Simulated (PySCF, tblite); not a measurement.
# C3H11O2PSi3: geometry, infrared bands and NMR shifts

Wanted: the infrared bands and NMR shifts of C3H11O2PSi3 (`O=C(C[SiH3])C(=O)[SiH2][SiH2]P`), by calculation.

The runs use tblite 0.8.0 and PySCF 2.14.0, with density-fitted response routines of our own; the level of theory stands in each step. All values are computed, except where a source is named. Atoms are numbered from 0 throughout.

## Step 1: The molecule as given

20 atoms, charge 0, multiplicity 1; geometry from: force field or distance geometry start.

Bonds of the start (Å): O0–C1 1.21, C1–C2 1.52, C2–Si3 1.84, C1–C4 1.53, C4–O5 1.21, C4–Si6 1.85, Si6–Si7 2.28, Si7–P8 2.22, C2–H9 1.09, C2–H10 1.09, Si3–H11 1.47, Si3–H12 1.48, Si3–H13 1.49, Si6–H14 1.50, Si6–H15 1.49, Si7–H16 1.48, Si7–H17 1.50, P8–H18 1.41, P8–H19 1.42.

## Step 2: Geometry optimisation with GFN2-xTB

What the job is given:

```
{"job": {"kind": "relax", "xc": "GFN2-xTB", "basis": "xTB"}, "charge": 0, "multiplicity": 1}
O      0.645200     0.518500    -1.480600
C      1.111200    -0.245300    -0.667800
C      2.505100    -0.842400    -0.777200
Si     3.763800     0.029600     0.236900
C      0.299000    -0.642500     0.563600
O      0.620500    -1.596300     1.243200
Si    -1.195600     0.356100     1.015500
Si    -2.808000    -0.111200    -0.533000
P     -4.709400     0.960400    -0.107300
H      2.774400    -0.792100    -1.834500
H      2.440700    -1.908300    -0.542800
H      3.933700     1.419300    -0.211700
H      5.069200    -0.668500     0.155400
H      3.348600     0.066900     1.664800
H     -1.704800     0.021800     2.385200
H     -0.906700     1.818300     1.065300
H     -2.411700     0.281800    -1.907700
H     -3.129200    -1.574200    -0.552900
H     -5.368600     0.666500    -1.320200
H     -4.282700     2.252200    -0.505700
```

Launch:

```console
> OMP_NUM_THREADS=1 python probes_run.py task.json out
```

One launch serves the whole session: the jobs run in the order shown.

What it wrote:

```text
step      E/eV     max force
  0    -756.61557    2.434
  1    -756.80050    0.728
  2    -756.84519    0.774
  3    -756.86599    0.366
  4    -756.88451    0.332
  5    -756.90947    0.288
  6    -756.91686    0.327
  7    -756.93007    0.240
  8    -756.93988    0.258
  9    -756.94891    0.233
 10    -756.95674    0.276
 11    -756.96420    0.214
 12    -756.96951    0.143
 13    -756.97303    0.142
 14    -756.97561    0.129
 15    -756.97767    0.099
 16    -756.97947    0.095
 17    -756.98134    0.095
 18    -756.98330    0.101
 19    -756.98519    0.112
 20    -756.98695    0.090
 21    -756.98868    0.101
 22    -756.99040    0.106
 23    -756.99188    0.104
 24    -756.99296    0.073
 25    -756.99373    0.068
 26    -756.99444    0.075
 27    -756.99522    0.064
 28    -756.99601    0.073
 29    -756.99673    0.063
 30    -756.99738    0.074
 31    -756.99798    0.068
 32    -756.99848    0.043
 33    -756.99886    0.052
 34    -756.99918    0.047
 35    -756.99950    0.042
 36    -756.99981    0.045
 37    -757.00006    0.041
 38    -757.00025    0.034
 39    -757.00042    0.029
 40    -757.00061    0.042
 41    -757.00083    0.054
 42    -757.00106    0.053
 43    -757.00127    0.037
 44    -757.00144    0.032
 45    -757.00159    0.033
 46    -757.00173    0.040
 47    -757.00192    0.041
 48    -757.00215    0.046
 49    -757.00239    0.050
 50    -757.00258    0.034
 51    -757.00275    0.031
 52    -757.00297    0.042
 53    -757.00330    0.053
 54    -757.00367    0.064
 55    -757.00392    0.045
 56    -757.00405    0.026
 57    -757.00416    0.031
 58    -757.00433    0.048
 59    -757.00455    0.052
 60    -757.00475    0.039
 61    -757.00488    0.026
 62    -757.00496    0.022
 63    -757.00507    0.030
 64    -757.00519    0.035
 65    -757.00531    0.029
 66    -757.00543    0.026
 67    -757.00555    0.030
 68    -757.00570    0.037
 69    -757.00586    0.043
 70    -757.00599    0.031
 71    -757.00609    0.027
 72    -757.00618    0.025
 73    -757.00627    0.019
 74    -757.00637    0.019
 75    -757.00645    0.022
 76    -757.00654    0.028
 77    -757.00665    0.030
 78    -757.00678    0.034
 79    -757.00689    0.027
 80    -757.00695    0.019
 81    -757.00699    0.019
 82    -757.00703    0.018
 83    -757.00707    0.019
 84    -757.00714    0.025
 85    -757.00722    0.023
 86    -757.00730    0.019
 87    -757.00734    0.012
 88    -757.00737    0.011
 89    -757.00739    0.014
 90    -757.00744    0.026
 91    -757.00754    0.036
 92    -757.00767    0.038
 93    -757.00779    0.024
 94    -757.00787    0.018
 95    -757.00793    0.019
 96    -757.00802    0.024
 97    -757.00820    0.038
 98    -757.00849    0.048
 99    -757.00879    0.038
100    -757.00898    0.026
101    -757.00905    0.017
102    -757.00910    0.019
103    -757.00917    0.022
104    -757.00928    0.028
105    -757.00941    0.024
106    -757.00951    0.018
107    -757.00957    0.019
108    -757.00961    0.012
109    -757.00964    0.011
110    -757.00966    0.010
111    -757.00968    0.010
```

Wall time 1.4 s (1 thread of Arm Neoverse V1, shared host); peak memory 0.18 GiB.

Along the way: (not every step is listed)

```
step  energy from step 0 (eV)  largest force (eV/Å)
   0                   0.0000                2.4344
   1                  -0.1849                0.7280
   2                  -0.2296                0.7745
   3                  -0.2504                0.3663
   4                  -0.2689                0.3315
   5                  -0.2939                0.2877
   6                  -0.3013                0.3268
   7                  -0.3145                0.2403
   8                  -0.3243                0.2581
  17                  -0.3658                0.0949
  26                  -0.3789                0.0753
  35                  -0.3839                0.0424
  44                  -0.3859                0.0321
  53                  -0.3877                0.0532
  62                  -0.3894                0.0216
  71                  -0.3905                0.0272
  80                  -0.3914                0.0186
  89                  -0.3918                0.0142
  98                  -0.3929                0.0481
 106                  -0.3939                0.0179
 107                  -0.3940                0.0192
 108                  -0.3940                0.0116
 109                  -0.3941                0.0114
 110                  -0.3941                0.0102
 111                  -0.3941                0.0100
```

Close pairs (by a distance rule), those that changed most:

```
   bond  before (Å)  after (Å)  change (Å)
 C2–Si3       1.837      1.927      +0.091
 C4–Si6       1.853      1.913      +0.059
  C1–C2       1.520      1.464      -0.056
Si6–Si7       2.284      2.326      +0.042
 P8–H19       1.418      1.382      -0.035
Si6–H14       1.499      1.468      -0.031
 P8–H18       1.411      1.381      -0.031
Si3–H13       1.488      1.461      -0.027
```

The final coordinates are the input of the step that follows.

## Step 3: Vibrational analysis with GFN2-xTB

What the job is given:

```
{"job": {"kind": "ir", "xc": "GFN2-xTB", "basis": "xTB"}, "charge": 0, "multiplicity": 1}
O      0.477839     0.353622    -1.325369
C      1.059492    -0.432405    -0.595664
C      2.425740    -0.929349    -0.768546
Si     3.606717     0.191376     0.262551
C      0.317379    -0.840443     0.658181
O      0.562036    -1.852528     1.275264
Si    -1.118610     0.387454     0.956504
Si    -2.720484    -0.067058    -0.667251
P     -4.632426     0.950868    -0.060169
H      2.729140    -0.896992    -1.813346
H      2.498516    -1.942680    -0.376275
H      3.480149     1.566900    -0.214815
H      4.952063    -0.327804     0.015791
H      3.247174     0.089339     1.674639
H     -1.543621     0.151817     2.342151
H     -0.513647     1.722645     0.921267
H     -2.331697     0.316627    -2.029440
H     -3.085667    -1.493032    -0.731398
H     -5.231919     0.833705    -1.298481
H     -4.183322     2.228615    -0.337115
```

What it wrote:

```text
mode    cm-1     km/mol
  1     -11.7      1.26
  2      23.5      1.34
  3      38.7      1.57
  4      56.6      2.04
  5      65.6      0.58
  6      97.3      5.43
  7      99.6      1.29
  8     103.4      5.98
  9     130.3      3.50
 10     147.7     28.65
 11     270.7      4.34
 12     317.6      0.94
 13     348.0     43.02
 14     389.6     43.20
 15     420.5     12.67
 16     441.6      1.46
 17     484.7      4.37
 18     500.5     52.34
 19     512.4     32.94
 20     527.7     18.05
 21     533.2      9.73
 22     574.9    353.51
 23     578.9     50.15
 24     614.0    149.08
 25     667.0     36.20
 26     667.9     77.48
 27     681.8     25.77
 28     711.4    188.43
 29     730.8     42.10
 30     758.0    115.56
 31     768.1    189.41
 32     778.7    350.58
 33     790.2    399.84
 34     809.5     93.15
 35     833.9     81.30
 36     929.6     28.34
 37    1073.0     10.87
 38    1121.6    336.55
 39    1150.9     11.74
 40    1207.3    203.14
 41    1418.7      4.17
 42    1686.1    138.75
 43    1724.8    417.31
 44    2163.6    139.08
 45    2203.5      9.56
 46    2220.3    471.99
 47    2231.7    131.49
 48    2281.7    282.73
 49    2298.4    250.05
 50    2304.1    229.94
 51    2309.6    151.60
 52    2400.1    131.23
 53    2994.4     12.63
 54    3006.0     13.53
```

Run time: 1.3 s. Hardware: 1 thread of Arm Neoverse V1, shared host; peak memory 0.18 GiB.

The strongest bands and the atoms that carry them (share of the mass-weighted mode):

```
cm⁻¹  km/mol                         atoms
 575   353.5  H15 26 %, H16 16 %, H14 14 %
 779   350.6  H13 31 %, H11 31 %, H12 28 %
 790   399.8            H17 43 %, H16 37 %
1122   336.6    H9 35 %, H10 34 %, C2 27 %
1725   417.3              C4 58 %, O5 38 %
2220   472.0  H14 46 %, H16 32 %, H15 18 %
2282   282.7                      H12 96 %
2298   250.1                      H11 96 %
```

## Step 4: NMR shieldings: PBE0/pcSseg-1

The job, as its differences from that of step 3:

```diff
@@ -1,2 +1,2 @@
-{"job": {"kind": "ir", "xc": "GFN2-xTB", "basis": "xTB"}, "charge": 0, "multiplicity": 1}
+{"job": {"kind": "nmr", "xc": "PBE0", "basis": "pcSseg-1"}, "charge": 0, "multiplicity": 1}
 O      0.477839     0.353622    -1.325369
```

Level: GIAO PBE0/pcSseg-1 NMR shielding, non-relativistic, gas phase.

What it wrote:

```text
coarse grid: 18752 points
cycle   1  E = -1480.0350882863  dE =  9.282e-01  |g| = 1.016e+00  |ddm| = 4.115e+00
cycle   2  E = -1479.2764508534  dE =  7.586e-01  |g| = 2.237e+00  |ddm| = 2.980e+00
cycle   3  E = -1480.2360236018  dE = -9.596e-01  |g| = 1.301e-01  |ddm| = 2.242e+00
cycle   4  E = -1480.2389315123  dE = -2.908e-03  |g| = 7.950e-02  |ddm| = 1.994e-01
cycle   5  E = -1480.2404893929  dE = -1.558e-03  |g| = 1.217e-02  |ddm| = 8.145e-02
cycle   6  E = -1480.2405173688  dE = -2.798e-05  |g| = 6.678e-03  |ddm| = 1.728e-02
cycle   7  E = -1480.2405252495  dE = -7.881e-06  |g| = 2.695e-03  |ddm| = 7.112e-03
final grid: 162840 points
cycle   8  E = -1480.3122917779  dE =  3.310e-06  |g| = 1.619e-02  |ddm| = 2.774e-02
cycle   9  E = -1480.3121209382  dE =  1.708e-04  |g| = 3.431e-02  |ddm| = 3.704e-02
cycle  10  E = -1480.3123396474  dE = -2.187e-04  |g| = 1.502e-03  |ddm| = 2.519e-02
cycle  11  E = -1480.3123401272  dE = -4.798e-07  |g| = 3.613e-04  |ddm| = 1.532e-03
cycle  12  E = -1480.3123401474  dE = -2.024e-08  |g| = 2.340e-04  |ddm| = 4.944e-04
cycle  13  E = -1480.3123401580  dE = -1.058e-08  |g| = 4.386e-05  |ddm| = 2.461e-04
cycle  14  E = -1480.3123401587  dE = -6.567e-10  |g| = 1.250e-05  |ddm| = 7.532e-05
converged SCF energy = -1480.3123401587

GIAO shielding tensors (ppm)
atom      isotropic    diamagn.    paramagn.     s11        s22        s33       span
  0 O     -295.650     406.805    -702.455   -766.249   -449.490    328.791   1095.040
  1 C      -19.643     256.877    -276.520   -128.430    -25.115     94.617    223.047
  2 C      165.759     258.980     -93.221    138.676    167.810    190.792     52.116
  3 Si     413.926     878.638    -464.712    375.002    413.288    453.487     78.485
  4 C      -61.964     259.708    -321.672   -191.737    -65.450     71.295    263.032
  5 O     -549.828     401.521    -951.349  -1498.848   -495.272    344.635   1843.483
  6 Si     427.297     882.997    -455.700    388.624    441.128    452.140     63.516
  7 Si     425.933     881.249    -455.315    382.892    440.114    454.794     71.902
  8 P      618.712     966.163    -347.451    559.761    602.854    693.521    133.760
  9 H       29.737      30.390      -0.653     26.172     27.861     35.177      9.005
 10 H       28.655      31.790      -3.135     24.622     27.250     34.092      9.470
 11 H       27.839      28.492      -0.653     24.457     26.556     32.504      8.046
 12 H       27.570      27.116       0.453     24.535     25.030     33.143      8.608
 13 H       27.852      28.747      -0.894     24.596     27.155     31.806      7.209
 14 H       28.071      30.765      -2.693     24.662     26.530     33.022      8.360
 15 H       27.327      31.744      -4.417     24.639     26.719     30.624      5.985
 16 H       26.928      31.134      -4.206     22.309     25.911     32.565     10.256
 17 H       27.626      30.144      -2.519     24.111     26.463     32.303      8.192
 18 H       30.346      28.653       1.693     24.926     26.814     39.298     14.373
 19 H       30.594      30.088       0.506     25.255     28.287     38.242     12.987
```

Run time: 70 s. Hardware: 1 thread of Arm Neoverse V1, shared host; peak memory 1.1 GiB.

The references, computed at this level on geometries of the same kind, shield at (ppm): 1H TMS 31.72, 13C TMS 186.9, 29Si TMS 349.2, 17O H2O 336.1, 31P H3PO4 318.4. Their shielding less the atom's gives the shift. The references are single molecules in the gas phase, so shifts against H2O, NH3, PH3, H3PO4 or CFCl3 are not on the usual liquid scales and can be off by tens of ppm. Atoms listed in one row are averaged.

```
        atoms                                           environment  σ (ppm)  δ (ppm)  δ scaled to CDCl3
           C4                                       carbonyl carbon    -62.0    248.9              241.0
           C1                                ketone carbonyl carbon    -19.6    206.6              199.7
           C2                 sp3 CH2 bonded to Si, α to a carbonyl    165.8     21.2               18.7
     H16, H17                 hydrogen on a silicon bonded to P, Si    27.28     4.44                  –
     H14, H15                 hydrogen on a silicon bonded to C, Si    27.70     4.02                  –
H11, H12, H13                     hydrogen on a silicon bonded to C    27.75     3.96                  –
      H9, H10  hydrogen on an sp3 CH2 bonded to Si, α to a carbonyl    29.20     2.52               2.48
     H18, H19                 hydrogen on a phosphorus bonded to Si    30.47     1.25                  –
           O5                                       carbonyl oxygen   -549.8    885.9                  –
           O0                                         ketone oxygen   -295.6    631.7                  –
          Si3                              silicon bonded to C, 3 H    413.9    -64.8                  –
          Si7                          silicon bonded to P, Si, 2 H    425.9    -76.8                  –
          Si6                          silicon bonded to C, Si, 2 H    427.3    -78.1                  –
           P8                          phosphorus bonded to Si, 2 H    618.7   -300.3                  –
```

The scaled column applies a straight-line fit of computed shieldings to shifts measured in CDCl3 (root-mean-square error 0.16 ppm for H, 1.9 ppm for C).

The run also stored atomic charges by several schemes (e):

```
atoms  Mulliken    IAO  Hirshfeld  ESP fit
   O0     -0.36  -0.41      -0.19    -0.47
   C1      0.19   0.33       0.15     0.51
   C2     -0.47  -0.58      -0.16    -0.42
  Si3      0.50   0.63       0.34     0.40
   C4     -0.02   0.10       0.07     0.17
   O5     -0.31  -0.35      -0.19    -0.37
  Si6      0.36   0.39       0.21     0.32
  Si7      0.11   0.29       0.19     0.21
   P8     -0.21  -0.10      -0.03    -0.39
```

Mayer bond orders: O0–C1 1.91, C1–C2 1.04, C2–Si3 0.84, C1–C4 0.82, C4–O5 1.94, C4–Si6 0.81, Si6–Si7 0.88, Si7–P8 0.99.

## Step 5: Results

```
                                                              quantity                             value
                             strongest single infrared mode (GFN2-xTB)             2220 cm⁻¹, 472 km/mol
                                          zero-point energy (GFN2-xTB)                     74.6 kcal/mol
                                13C shifts against TMS (PBE0/pcSseg-1)            248.9, 206.6, 21.2 ppm
1H shifts against TMS (PBE0/pcSseg-1, means over atoms taken as alike)  4.44, 4.02, 3.96, 2.52, 1.25 ppm
                                17O shifts against H2O (PBE0/pcSseg-1)                  885.9, 631.7 ppm
                               29Si shifts against TMS (PBE0/pcSseg-1)           -64.8, -76.8, -78.1 ppm
                              31P shifts against H3PO4 (PBE0/pcSseg-1)                        -300.3 ppm
```

**Reading.** The optimisation took 111 steps and gained 0.394 eV; among the close pairs (by a distance rule), C2–Si3 changed most, from 1.837 to 1.927 Å. The lowest mode is slightly imaginary (12i cm⁻¹), a soft motion within the noise of the Hessian, so the minimum is not strictly shown. The strongest single mode, at 2220 cm⁻¹, moves mainly H14 and H16. Unscaled tight-binding wavenumbers are off by several per cent, some by more. Its intensities can rank the bands wrongly. At PBE0/pcSseg-1: The largest span, 1843 ppm, is at O5, where the paramagnetic term is -951 ppm.
